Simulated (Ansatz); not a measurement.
# CH2FNOSn: taking an electron away

One table from this session's results is given with a row withheld; the runs are named, their logs left out.

Program: Ansatz 0.2.0, Gaussian basis. Level of theory: unrestricted cation, the program's frozen cores in correlated methods. These are calculated values, not measurements.

Plan: UKS PBE-D4/def2-TZVPP; UKS r2SCAN-D4/def2-TZVPP; UKS PBE0-D4/def2-TZVPP; UKS B3LYP-D4/def2-TZVPP; UKS wB97X-V/def2-TZVPP; UKS wB97M-V/def2-TZVPP; UKS B2PLYP/def2-TZVPP; UHF-CCSD(T)/def2-TZVPP; UHF-MP2/def2-QZVPP; extrapolation to the limit; then −ε(HOMO) from the neutral's earlier runs with LDA (SPW92), PBE-D4, revPBE-D4, BLYP-D4, r2SCAN-D4, B97M-V, PBE0-D4, B3LYP-D4, r2SCANh-D4, r2SCAN0-D4, HSE06-D4, BHLYP-D4, CAM-B3LYP-D4, LC-ωPBE, ωB97X-V, ωB97M-V.

## The relaxed structure

All runs share one geometry, relaxed beforehand with PBE0-D4 in a triple-zeta def2 set. Sn takes the def2 core potential; no spin-orbit term is included.

SMILES `O=C=[N][SnH2][F]`, 7 atoms, charge 0, spin multiplicity 1.

Atoms are counted from 1 here; the program's logs count them from 0.

Bond lengths: O1–C2 1.165 Å, C2–N3 1.203 Å, N3–Sn4 2.002 Å, Sn4–F5 1.915 Å, Sn4–H6 1.690 Å, Sn4–H7 1.694 Å. Angles: O1–C2–N3 176.2°, C2–N3–Sn4 138.7°, N3–Sn4–F5 104.6°, N3–Sn4–H6 107.3°, N3–Sn4–H7 109.3°, F5–Sn4–H6 107.1°, F5–Sn4–H7 106.4°, H6–Sn4–H7 120.9°.

The first run:

in.yaml

```yaml
crystal:
  periodic: [false, false, false]
  atoms:
    - {symbol: O, position_ang: [-0.221738, -2.869281, -0.931603]}
    - {symbol: C, position_ang: [-0.121538, -1.906785, -0.283816]}
    - {symbol: N, position_ang: [-0.020928, -0.958236, 0.449392]}
    - {symbol: Sn, position_ang: [0.157431, 1.031635, 0.318539]}
    - {symbol: F, position_ang: [-0.877091, 1.510008, -1.220140]}
    - {symbol: H, position_ang: [-0.618635, 1.696103, 1.665181]}
    - {symbol: H, position_ang: [1.763801, 1.428457, -0.043155]}
basis:
  gaussian: {orbitals: def2-TZVPP}
total_charge: 1
magnetization: {spin_polarized: true, initial_magnetization: 1}
hamiltonian: {xc: pbe, dispersion: d4}
```

On the command line:

```bash
$ ansatz run in.yaml --threads 2 --pin off --events-out ev --progress --plain --max-ram 32768MiB --backend cpu
```

Among the steps run: Cation, UKS PBE-D4/def2-TZVPP; Cation, UKS r2SCAN-D4/def2-TZVPP; Cation, UKS PBE0-D4/def2-TZVPP; Cation, UKS B3LYP-D4/def2-TZVPP; Cation, UKS wB97X-V/def2-TZVPP; Cation, UKS wB97M-V/def2-TZVPP; Cation, UKS B2PLYP (frozen core)/def2-TZVPP; Cation, UHF-CCSD(T)/def2-TZVPP; Cation, UHF-MP2/def2-QZVPP.

One of the session's tables, all rows but one given; the rest of the session is left out.

For comparison, −ε(HOMO) of the neutral from earlier runs:

```
  functional  −ε(HOMO) (eV)
 LDA (SPW92)           7.44
      PBE-D4           7.23
   revPBE-D4           7.16
     BLYP-D4           7.10
   r2SCAN-D4           7.55
      B97M-V              ?
     PBE0-D4           8.64
    B3LYP-D4           8.39
  r2SCANh-D4           8.07
  r2SCAN0-D4           8.86
    HSE06-D4           8.23
    BHLYP-D4           9.94
CAM-B3LYP-D4          10.01
     LC-ωPBE          11.34
     ωB97X-V          10.97
     ωB97M-V          10.87
```

Q: Estimate the row for B97M-V from the others.

The run gave: −ε(HOMO) (eV): 7.58. In the column «−ε(HOMO) (eV)» it lies between r2SCAN-D4 (7.55) and r2SCANh-D4 (8.07).

Caveats from the session: The cation may have settled in a state other than its lowest; no search over hole states beyond the program's own was made.
